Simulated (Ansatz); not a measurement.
## BrCl: an active-space calculation, step by step

Program: Ansatz's Python interface.

Typed at the interpreter:
```pycon
>>> import ansatz as az
>>> mol = (
...     az.Crystal.molecule()
...     .atom("Br", (0.0, 0.0, 0.0))
...     .atom("Cl", (0.0, 0.0, 2.085))
... )
>>> job = (
...     mol.calculation()
...     .basis(gaussian="def2-SVP")
...     .correlation(active_electrons=4, active_orbitals=4)
... )
>>> for method in [None, "sc_nevpt2", "fic_mrcisd_q"]:
...     data = (job if method is None else job.correlation(method)).run(threads=1).report
...     space = data["configurations"]
...     state = space["states"][0]
...     print(method or "casscf", f"total {data['free_energy_ev'] / 27.211386246:.6f} Ha, active-space state {state['energy']['hartree']:.6f} Ha, mean field {data['reference_energy_ev'] / 27.211386246:.6f} Ha")
...     print("  determinants", state["n_determinants"], " natural occupations", [round(n, 3) for n in space["natural_occupations"]])
...
casscf total -3031.449588 Ha, active-space state -3031.449588 Ha, mean field -3031.420235 Ha
  determinants 36  natural occupations [1.989, 1.967, 0.034, 0.009]
RunWarning: the results are in doubt because another end's mean lies 0.119 eV lower, and its corrected mean 0.091 eV higher
sc_nevpt2 total -3031.781628 Ha, active-space state -3031.445181 Ha, mean field -3031.420235 Ha
  determinants 12  natural occupations [1.987, 1.987, 0.013, 0.013]
fic_mrcisd_q total -3031.802392 Ha, active-space state -3031.449552 Ha, mean field -3031.420235 Ha
  determinants 20  natural occupations [1.989, 1.967, 0.034, 0.009]
>>> print("effectively unpaired electrons, sum of min(n, 2 - n):", round(sum(min(n, 2 - n) for n in space["natural_occupations"]), 3))
effectively unpaired electrons, sum of min(n, 2 - n): 0.087
```

Caveats:
- Total energies depend on the basis set; only differences at equal settings carry meaning.
- Warnings are shown shortened and without file and line.
- The geometry is a force-field or estimated start, not a minimum of this method, and the basis set is short of its limit. The active space starts as a window about the frontier orbitals and is then optimised, not chosen by chemistry.
- The spin state was assumed, and another may lie lower.
- A lower CASSCF solution was found and passed over, so the printed active-space state isn't the lowest.
- It ran for 14 s on 1 thread of Arm Neoverse V1, with other jobs on the host, peak memory 0.2 GiB.

(Lines on the test bed's own set-up are left out of the output.)
